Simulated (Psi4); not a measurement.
# AlSi2H5O (SMILES [SiH3][Al]1[O][SiH2]1) at CCSD/6-31G(d) (spherical functions)

What is the energy change on altering one bond length of AlSi2H5O at CCSD/6-31G* (spherical functions)? 

The results are computed with Psi4 1.11.

3 further runs of the same task are left out: 1 that didn't finish, 2 set aside as unsound or not needed.

## (1) The structure to begin with

AlSi2H5O has 9 atoms, charge 0, and is taken as a singlet. As SMILES, `[SiH3][Al]1[O][SiH2]1`. The shape is that of a PBE0-D4/def2-TZVP optimisation.

Bond lengths: Si1–Al2 2.450 Å, Al2–O3 1.745 Å, Al2–Si4 2.280 Å, O3–Si4 1.688 Å, Si1–H5 1.488 Å, Si1–H6 1.489 Å, Si1–H7 1.487 Å, Si4–H8 1.490 Å, Si4–H9 1.490 Å. Some angles: Si1–Al2–O3 129.7°, Si1–Al2–Si4 177.0°, O3–Al2–Si4 47.3°, Al2–O3–Si4 83.2°, Al2–Si4–O3 49.5°, Al2–Si1–H5 109.6°, Al2–Si1–H6 109.4°, Al2–Si1–H7 111.5°, Al2–Si4–H8 126.2°, Al2–Si4–H9 126.3°.

## (2) A single-point energy at CCSD/6-31G(d) (spherical functions)

job.json

```json
{
  "schema_name": "qcschema_input",
  "schema_version": 1,
  "molecule": {
    "schema_name": "qcschema_molecule",
    "schema_version": 2,
    "symbols": ["Si", "Al", "O", "Si", "H", "H", "H", "H", "H"],
    "geometry": [-1.23380219, 3.24484873, -2.52221746, -0.23602679, -0.28138022, 0.30764741, 2.63182157, -1.82415263, 0.82070806, 0.90442292, -3.54833874, 2.87408446, -3.33309894, 2.50709965, -4.24224618, -2.07888771, 5.45450549, -1.00023204, 0.9949408, 3.99261336, -4.06328911, 0.76212655, -6.28825265, 2.24310491, 1.75555557, -3.34481524, 5.54993666],
    "molecular_charge": 0,
    "molecular_multiplicity": 1,
    "fix_symmetry": "c1",
    "fix_com": true,
    "fix_orientation": true
  },
  "driver": "energy",
  "model": {
    "method": "ccsd",
    "basis": "6-31G*"
  },
  "keywords": {
    "puream": true,
    "e_convergence": 1e-09,
    "d_convergence": 1e-08,
    "scf_type": "pk",
    "num_frozen_docc": 16
  }
}
```

Command:

```console
$ psi4 --qcschema job.json -n 1 --memory 2200MB
```

stdout:

```text
[...]
  Running in c1 symmetry.
[...]
  Nuclear repulsion =  235.013439050145450
[...]
  Multiplicity = 1
[...]
  Nalpha       = 27
  Nbeta        = 27
[...]
    Number of basis functions: 78
[...]
   @RHF iter   1:  -897.35559804947388   -9.02598e-01   7.06978e-03 DIIS/ADIIS
[...]
   @RHF iter  12:  -897.51827852964482   -7.95808e-13   3.12532e-09 DIIS
[...]
    Orbital Energies [Eh]
    ---------------------
    Doubly Occupied:
       1A    -68.777287     2A    -68.765076     3A    -58.480128
       4A    -20.527320     5A     -6.134933     6A     -6.130969
       7A     -4.907550     8A     -4.241042     9A     -4.240414
      10A     -4.239815    11A     -4.236152    12A     -4.236058
      13A     -4.235891    14A     -3.221490    15A     -3.220218
      16A     -3.218846    17A     -1.274448    18A     -0.730083
      19A     -0.684511    20A     -0.578597    21A     -0.528958
      22A     -0.522555    23A     -0.495206    24A     -0.494792
      25A     -0.435850    26A     -0.423337    27A     -0.305404
[...]
  @RHF Final Energy:  -897.51827852964482
   => Energetics <=
    Nuclear Repulsion Energy =            235.0134390501454504
    One-Electron Energy =               -1714.4895714658941870
    Two-Electron Energy =                 581.9578538861038624
    Total Energy =                       -897.5182785296448174
[...]
 Multipole Moments:
 ------------------------------------------------------------------------------------
     Multipole            Electronic (a.u.)      Nuclear  (a.u.)        Total (a.u.)
 ------------------------------------------------------------------------------------
 L = 1.  Multiply by 2.5417464519 to convert [e a0] to [Debye]
 Dipole X            :        -12.2966317           11.4755508           -0.8210809
 Dipole Y            :         20.5914443          -20.1788734            0.4125709
 Dipole Z            :        -14.1026192           13.9784931           -0.1241262
 Magnitude           :                                                    0.9272518
[...]
      * MP2 total energy                      = -897.907981766012654
[...]
      * CCSD total energy                     = -897.951307091055583
[...]
```

The result, in JSON:

```text
{
 "driver": "energy",
 "model": {
  "method": "ccsd",
  "basis": "6-31G*"
 },
 "success": true,
 "return_result": -897.9513070910556,
 "properties": {
  "calcinfo_nbasis": 78,
  "calcinfo_nmo": 78,
  "calcinfo_nalpha": 27,
  "calcinfo_nbeta": 27,
  "calcinfo_natom": 9,
  "nuclear_repulsion_energy": 235.01343905014545,
  "return_energy": -897.9513070910556,
  "scf_one_electron_energy": -1714.4895714658942,
  "scf_two_electron_energy": 581.9578538861039,
  "scf_dipole_moment": [-0.8210808988927543, 0.412570911585739, -0.12412618904394357],
  "scf_total_energy": -897.5182785296448,
  "scf_iterations": 12,
  "mp2_same_spin_correlation_energy": -0.08874386088337904,
  "mp2_opposite_spin_correlation_energy": -0.30095937548293955,
  "mp2_singles_energy": -6.8286735961977475e-28,
  "mp2_doubles_energy": -0.3897032363663186,
  "mp2_correlation_energy": -0.3897032363663186,
  "mp2_total_energy": -897.9079817660127,
  "ccsd_same_spin_correlation_energy": -0.08191268120832301,
  "ccsd_opposite_spin_correlation_energy": -0.35111588020101936,
  "ccsd_singles_energy": 0.0,
  "ccsd_doubles_energy": -0.43302856140934237,
  "ccsd_correlation_energy": -0.43302856140934237,
  "ccsd_total_energy": -897.9513070910556,
  "ccsd_iterations": 19
 }
}
```

Wall time 19 s (1 thread of AMD EPYC 7B13 (Zen 3), shared host); peak memory 0.42 GiB.

## (3) The distorted shape

alh5osi2.xyz

```xyz
9
AlH5OSi2
Si    -0.562538     3.457018    -0.934011
Al    -0.034538     1.591018     0.563489
O      1.483062     0.774618     0.834989
Si     0.568962    -0.137782     1.921589
H     -1.673438     3.066618    -1.844211
H     -1.009738     4.626318    -0.128611
H      0.616862     3.852718    -1.749511
H      0.403300    -3.327600     1.187000
H      1.019362    -0.030082     3.337589
```

run.py

```python
import psi4

psi4.set_memory(2200000000)
psi4.set_num_threads(1)
psi4.set_output_file('psi4.out', False)

with open('alh5osi2.xyz') as f:
    atoms = ''.join(f.readlines()[2:])
geom = psi4.geometry('0 1\n' + atoms + 'symmetry c1\nno_reorient\nno_com')

options = {'basis': '6-31G*', 'puream': True, 'e_convergence': 1e-09, 'd_convergence': 1e-08, 'scf_type': 'pk', 'num_frozen_docc': 16}
psi4.set_options(options)

E, wfn = psi4.energy('ccsd', return_wfn=True)
print(f'ccsd energy: {E:.10f} Eh')
```

Command:

```console
$ python run.py
```

psi4.out:

```text
[...]
  Running in c1 symmetry.
[...]
  Nuclear repulsion =  230.667158451807808
[...]
  Multiplicity = 1
[...]
  Nalpha       = 27
  Nbeta        = 27
[...]
    Number of basis functions: 78
[...]
   @RHF iter   1:  -897.12752465147810   -9.43738e-01   7.34775e-03 DIIS/ADIIS
[...]
   @RHF iter  13:  -897.32885208604546   -6.13909e-12   3.89759e-09 DIIS
[...]
    Orbital Energies [Eh]
    ---------------------
    Doubly Occupied:
       1A    -68.845527     2A    -68.786965     3A    -58.519415
       4A    -20.566483     5A     -6.196291     6A     -6.152592
       7A     -4.945650     8A     -4.301675     9A     -4.300723
      10A     -4.299871    11A     -4.257724    12A     -4.257684
      13A     -4.257584    14A     -3.259429    15A     -3.258172
      16A     -3.257034    17A     -1.311051    18A     -0.749385
      19A     -0.691547    20A     -0.610172    21A     -0.559200
      22A     -0.519180    23A     -0.512850    24A     -0.511964
      25A     -0.448996    26A     -0.356498    27A     -0.256323
[...]
  @RHF Final Energy:  -897.32885208604546
   => Energetics <=
    Nuclear Repulsion Energy =            230.6671584518078078
    One-Electron Energy =               -1704.0120505224592762
    Two-Electron Energy =                 576.0160399846059818
    Total Energy =                       -897.3288520860454582
[...]
 Multipole Moments:
 ------------------------------------------------------------------------------------
     Multipole            Electronic (a.u.)      Nuclear  (a.u.)        Total (a.u.)
 ------------------------------------------------------------------------------------
 L = 1.  Multiply by 2.5417464519 to convert [e a0] to [Debye]
 Dipole X            :        -21.4073578           20.5258008           -0.8815570
 Dipole Y            :       -151.6373031          154.0834570            2.4461540
 Dipole Z            :        -54.2185950           54.1096941           -0.1089009
 Magnitude           :                                                    2.6024357
[...]
      * MP2 total energy                      = -897.748340899508889
[...]
      * CCSD total energy                     = -897.818589346395015
```

The script printed:

```text
ccsd energy: -897.8185893464 Eh
```

Wall time 19 s (1 thread of AMD EPYC 7B13 (Zen 3), shared host); peak memory 0.41 GiB.

## (4) Results

At CCSD/6-31G* (spherical functions), 16 core orbitals frozen:

```
                                                          quantity          value
                                         first shape: total energy  -897.95131 Eh
                  first shape: HOMO energy (Hartree–Fock orbitals)       -8.31 eV
                  first shape: LUMO energy (Hartree–Fock orbitals)        1.09 eV
                first shape: HOMO–LUMO gap (Hartree–Fock orbitals)        9.40 eV
         first shape: correlation energy (16 core orbitals frozen)     -433.0 mEh
                                        first shape: T1 diagnostic          0.018
                                     distorted shape: total energy  -897.81859 Eh
              distorted shape: HOMO energy (Hartree–Fock orbitals)       -6.97 eV
              distorted shape: LUMO energy (Hartree–Fock orbitals)       -0.61 eV
            distorted shape: HOMO–LUMO gap (Hartree–Fock orbitals)        6.37 eV
     distorted shape: correlation energy (16 core orbitals frozen)     -489.7 mEh
                                    distorted shape: T1 diagnostic          0.044
energy change with the Si4–H8 bond stretched from 1.490 to 3.277 Å       3.611 eV
```

What this shows: With the Si4–H8 bond stretched from 1.490 to 3.277 Å the energy rises by 3.61 eV (348 kJ/mol). The first shape isn't relaxed at this level, so the change isn't measured from a minimum. The T1 diagnostic (distorted shape) of 0.044 is above the customary mark for such species, so a single reference may not serve.
